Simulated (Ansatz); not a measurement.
# C3H7FMgO: a ladder of functionals and wavefunction methods

One table from this session's results is given with a row withheld; the runs are named, their logs left out.

Computed with Ansatz 0.2.0, Gaussian basis. Level: functionals in def2-TZVPP, the program's frozen cores in correlated methods.

Plan: LDA (SPW92), PBE-D4, revPBE-D4, BLYP-D4, r2SCAN-D4, B97M-V, PBE0-D4, B3LYP-D4, r2SCANh-D4, r2SCAN0-D4, HSE06-D4, BHLYP-D4, CAM-B3LYP-D4, LC-ωPBE, ωB97X-V, ωB97M-V, B2PLYP, PBE-QIDH; CCSD(T)/def2-SVP; CCSD(T)/def2-TZVPP; MP2/def2-QZVPP; extrapolation to the limit; RPA on PBE.

### Structure used throughout

All runs share one geometry, relaxed beforehand with PBE0-D4 in a triple-zeta def2 set.

13 atoms, charge 0, spin multiplicity 1.

Atoms are counted from 1 here; the program's logs count them from 0.

Bond lengths: C1–C2 1.520 Å, C1–H7 1.093 Å, C1–H8 1.094 Å, C1–H9 1.092 Å, C2–C3 1.520 Å, C2–O4 1.385 Å, C2–H10 1.103 Å, C3–H11 1.094 Å, C3–H12 1.093 Å, C3–H13 1.092 Å, O4–Mg5 1.754 Å, Mg5–F6 1.751 Å. Angles: C2–C1–H7 111.4°, C2–C1–H8 110.1°, C2–C1–H9 110.4°, H7–C1–H8 108.3°, H7–C1–H9 108.3°, H8–C1–H9 108.3°, C1–C2–C3 111.3°, C1–C2–O4 110.6°, C1–C2–H10 107.8°, C3–C2–O4 110.6°, C3–C2–H10 107.8°, O4–C2–H10 108.7°, C2–C3–H11 110.1°, C2–C3–H12 111.4°, C2–C3–H13 110.4°, H11–C3–H12 108.3°, H11–C3–H13 108.3°, H12–C3–H13 108.3° and more.

Set-up of the first run:

Input file in.yaml:

```yaml
crystal:
  periodic: [false, false, false]
  atoms:
    - {symbol: C, position_ang: [-0.733738, -0.443691, 1.262164]}
    - {symbol: C, position_ang: [0.383873, 0.093870, 0.383243]}
    - {symbol: C, position_ang: [1.065921, -1.023630, -0.389126]}
    - {symbol: O, position_ang: [-0.100391, 1.059036, -0.483520]}
    - {symbol: Mg, position_ang: [-0.833058, 2.136895, -1.657634]}
    - {symbol: F, position_ang: [-1.545828, 3.237294, -2.818187]}
    - {symbol: H, position_ang: [-0.357436, -1.172342, 1.985137]}
    - {symbol: H, position_ang: [-1.493871, -0.933276, 0.645449]}
    - {symbol: H, position_ang: [-1.209862, 0.371094, 1.812290]}
    - {symbol: H, position_ang: [1.137587, 0.555622, 1.042536]}
    - {symbol: H, position_ang: [0.343332, -1.525367, -1.040245]}
    - {symbol: H, position_ang: [1.495963, -1.769591, 0.284545]}
    - {symbol: H, position_ang: [1.867908, -0.620711, -1.011753]}
basis:
  gaussian: {orbitals: def2-TZVPP}
hamiltonian: {xc: lda}
output: {orbitals: {seedname: orbitals}}
```

Run with:

```bash
$ ansatz run in.yaml --threads 4 --pin off --events-out ev --progress --plain --max-ram 11315MiB
```

Among the steps run: LDA; PBE-D4 (GGA); revPBE-D4 (GGA); BLYP-D4 (GGA); r2SCAN-D4 (meta-GGA); B97M-V (meta-GGA); B3LYP-D4 (hybrid); r2SCANh-D4 (hybrid); r2SCAN0-D4 (hybrid); HSE06-D4 (hybrid); BHLYP-D4 (hybrid); CAM-B3LYP-D4 (range-separated); LC-ωPBE (range-separated); ωB97X-V (range-separated); ωB97M-V (range-separated); B2PLYP (double hybrid); PBE-QIDH (double hybrid).

One table of the session follows, with a row left open; its other results are not shown here.

It belongs to the step «Frontier levels by functional». 

| functional | HOMO (eV) | LUMO (eV) | gap (eV) |
| --- | --- | --- | --- |
| LDA (SPW92) | -6.10 | -2.33 | 3.77 |
| PBE-D4 | -5.91 | -2.12 | 3.79 |
| revPBE-D4 | -5.83 | -1.98 | 3.85 |
| BLYP-D4 | -5.85 | -2.15 | 3.70 |
| r2SCAN-D4 | -6.17 | -1.60 | 4.57 |
| B97M-V | -6.29 | -2.05 | 4.23 |
| PBE0-D4 | -7.36 | -1.36 | 6.00 |
| B3LYP-D4 | -7.16 | -1.70 | 5.46 |
| r2SCANh-D4 | -6.72 | -1.37 | 5.35 |
| r2SCAN0-D4 | ? | ? | ? |
| HSE06-D4 | -6.95 | -1.72 | 5.23 |
| BHLYP-D4 | -8.80 | -0.84 | 7.96 |
| CAM-B3LYP-D4 | -8.84 | -0.68 | 8.16 |
| LC-ωPBE | -10.13 | 0.52 | 10.65 |
| ωB97X-V | -9.83 | 0.32 | 10.15 |
| ωB97M-V | -9.78 | -0.11 | 9.67 |

**Question.** Estimate the row for r2SCAN0-D4.

Worked estimate for «HOMO (eV)». Against the share of exact exchange, r2SCAN-D4 (0, -6.17), r2SCANh-D4 (0.1, -6.72) give a slope of -5.50 per unit share; at 0.25 the line stands at -7.54.

The run gave: HOMO (eV): -7.55; LUMO (eV): -1.05; gap (eV): 6.51. In «HOMO (eV)» the line misses by +0.01.
